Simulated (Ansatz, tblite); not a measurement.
# [CoI(H2O)5]2+ (CoH10IO5 (+2)): rung by rung

An exercise on one series of results from a longer session: the logs are not shown, and one member is left open.

Method: as each input shows; program: Ansatz 0.2.0, Gaussian basis.

Plan: GFN1-xTB, GFN2-xTB, PBE-D4/def2-TZVP, r2SCAN-D4/def2-TZVP, CAM-B3LYP-D4/def2-TZVP, LDA/def2-TZVP, BHLYP-D4/def2-TZVP, PBE-D4/def2-SVP, PBE0-D4/def2-SVP, CCSD(T)/def2-TZVPP, MP2/def2-TZVP, RPA/def2-TZVP.

7 further runs of the same task are left out: 7 set aside as unsound or not needed.

## The structure

The geometry is that of the singlet, from an earlier relaxation (r2SCAN-D4/def2-SVP).

17 atoms, charge 2, spin multiplicity 1.

Bond lengths: Co1–I2 2.516 Å, Co1–O3 2.032 Å, Co1–O6 1.924 Å, Co1–O9 1.925 Å, Co1–O12 1.922 Å, Co1–O15 1.922 Å, O3–H4 0.973 Å, O3–H5 0.973 Å, O6–H7 0.978 Å, O6–H8 0.979 Å, O9–H10 0.978 Å, O9–H11 0.978 Å, O12–H13 0.976 Å, O12–H14 0.978 Å, O15–H16 0.978 Å, O15–H17 0.976 Å. Angles: I2–Co1–O3 179.2°, I2–Co1–O6 92.9°, I2–Co1–O9 92.9°, I2–Co1–O12 91.2°, I2–Co1–O15 91.4°, O3–Co1–O6 87.2°, O3–Co1–O9 86.9°, O3–Co1–O12 89.6°, O3–Co1–O15 87.8°, O6–Co1–O9 174.2°, O6–Co1–O12 92.1°, O6–Co1–O15 87.8°, O9–Co1–O12 87.7°, O9–Co1–O15 92.2°, O12–Co1–O15 177.5°, Co1–O3–H4 126.4°, Co1–O3–H5 125.7°, H4–O3–H5 107.6° and more.

Formally the metal is d6. I takes a core potential in the def2 sets. No spin-orbit coupling is included. The ion is computed in the gas phase, without counter-ions or solvent.

PBE0-D4/def2-TZVP was run before; its log isn't repeated, and its numbers join the tables.

The first run:

Tight binding, by tblite at 300 K electronic temperature and without a spin-polarisation term:

```python
tblite.interface.Calculator('GFN1-xTB', numbers, positions, charge=2, uhf=0).singlepoint()
```

Tight binding, by tblite at 300 K electronic temperature and without a spin-polarisation term:

```python
tblite.interface.Calculator('GFN2-xTB', numbers, positions, charge=2, uhf=0).singlepoint()
```

start.molden holds the orbitals of an earlier run on this state, given as this run's starting guess.

Input file in.yaml:

```yaml
crystal:
  periodic: [false, false, false]
  atoms:
    - {symbol: Co, position_ang: [0.024375, -0.015506, 0.232315]}
    - {symbol: I, position_ang: [0.276818, -0.194357, 2.728848]}
    - {symbol: O, position_ang: [-0.182566, 0.099297, -1.786288]}
    - {symbol: H, position_ang: [0.526836, 0.267841, -2.430068]}
    - {symbol: H, position_ang: [-1.026367, 0.109207, -2.270026]}
    - {symbol: O, position_ang: [1.918551, 0.181572, -0.044559]}
    - {symbol: H, position_ang: [2.371015, -0.670121, -0.208585]}
    - {symbol: H, position_ang: [2.427723, 0.606379, 0.675190]}
    - {symbol: O, position_ang: [-1.890531, -0.193575, 0.314802]}
    - {symbol: H, position_ang: [-2.355393, 0.662460, 0.404093]}
    - {symbol: H, position_ang: [-2.253802, -0.757367, 1.027074]}
    - {symbol: O, position_ang: [-0.225820, 1.886629, 0.353925]}
    - {symbol: H, position_ang: [0.144378, 2.454103, -0.348642]}
    - {symbol: H, position_ang: [-0.074552, 2.330260, 1.212834]}
    - {symbol: O, position_ang: [0.266741, -1.910699, 0.026183]}
    - {symbol: H, position_ang: [0.262128, -2.495322, 0.810133]}
    - {symbol: H, position_ang: [-0.209533, -2.360783, -0.697238]}
basis:
  gaussian: {orbitals: def2-TZVP, initial_orbitals: start.molden}
total_charge: 2
hamiltonian: {xc: pbe, dispersion: d4}
scf: {omitted_lower_state_checks: [starts]}
output: {orbitals: {seedname: orbitals}}
```

Command:

```
> ansatz run in.yaml --threads 2 --pin off --events-out ev --progress --plain --max-ram 32768MiB --backend cuda --devices 0, --max-vram 18GiB
```

Among the steps run: PBE-D4/def2-TZVP; r2SCAN-D4/def2-TZVP; CAM-B3LYP-D4/def2-TZVP; LDA/def2-TZVP; BHLYP-D4/def2-TZVP; PBE-D4/def2-SVP; PBE0-D4/def2-SVP; CCSD(T)/def2-TZVPP; MP2/def2-TZVP; RPA/def2-TZVP.

One table of the session follows, with a row left open; its other results are not shown here.

```
                 level  HOMO (eV)  LUMO (eV)  gap (eV)
         LDA/def2-TZVP     -14.22     -13.65      0.57
       PBE-D4/def2-SVP     -13.97     -13.26      0.71
      PBE-D4/def2-TZVP     -14.06     -13.37      0.69
   r2SCAN-D4/def2-TZVP     -14.33     -13.19      1.14
      PBE0-D4/def2-SVP     -15.26     -12.20      3.06
     PBE0-D4/def2-TZVP     -15.29     -12.18      3.11
    BHLYP-D4/def2-TZVP          ?          ?         ?
CAM-B3LYP-D4/def2-TZVP     -16.57     -11.12      5.44
```

Q: Estimate the row for BHLYP-D4/def2-TZVP from the others.

**Answer.** HOMO (eV): -16.23; LUMO (eV): -11.03; gap (eV): 5.20. In the column «HOMO (eV)» it lies between CAM-B3LYP-D4/def2-TZVP (-16.57) and PBE0-D4/def2-TZVP (-15.29).
